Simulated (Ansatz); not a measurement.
Run this with Ansatz 0.2.0, Python API and show what comes out.

`bh4isesi_disp.py`
```python
"""Dispersion corrections for BH4ISeSi."""

import ansatz as az

GEOMETRY = """
Si    0.14310    1.11570   -0.28230
B    -0.49420   -0.66470    0.01490
Se   -0.07630   -1.57570    1.73580
I    -1.54790   -1.72350   -1.53890
H    -0.34340    1.59120   -1.64480
H    -0.48840    2.05570    0.72870
H     1.58840    1.22210   -0.21190
H     1.31090   -2.07770    1.14260
"""

molecule = az.Crystal.molecule()
for line in GEOMETRY.strip().splitlines():
    symbol, *xyz = line.split()
    molecule = molecule.atom(symbol, [float(v) for v in xyz])

calc = molecule.calculation().basis(gaussian="def2-SVP")
for name in ["blyp", "b3lyp"]:
    for correction in ("d3bj", "d4"):
        rep = calc.functional(name, dispersion=correction).run(threads=1).report
        print(f"{name:8s} {correction:5s} total {rep['free_energy_ev']:.5f} eV, of which dispersion {1000 * rep['dispersion']['energy']['ev']:.2f} meV")
```

```console
$ python bh4isesi_disp.py
blyp     d3bj  total -82057.78908 eV, of which dispersion -584.23 meV
blyp     d4    total -82057.75406 eV, of which dispersion -549.21 meV
b3lyp    d3bj  total -82063.25864 eV, of which dispersion -491.36 meV
b3lyp    d4    total -82063.19699 eV, of which dispersion -429.71 meV
```

What to keep in mind:
- Total energies depend on the basis set; only differences at equal settings carry meaning.
- The geometry is a force-field or estimated start, not a minimum of this method, and the basis set is short of its limit. D4 holds the three-body term, and d3bj doesn't.
- def2 sets replace the cores of elements past krypton by effective core potentials.
- b3lyp holds the VWN-RPA fit, as in Gaussian; the form of ORCA and Turbomole is b3lyp5.
- Hardware and time: 18 s on 1 thread of Arm Neoverse V1, on a shared host, peak memory 0.32 GiB.
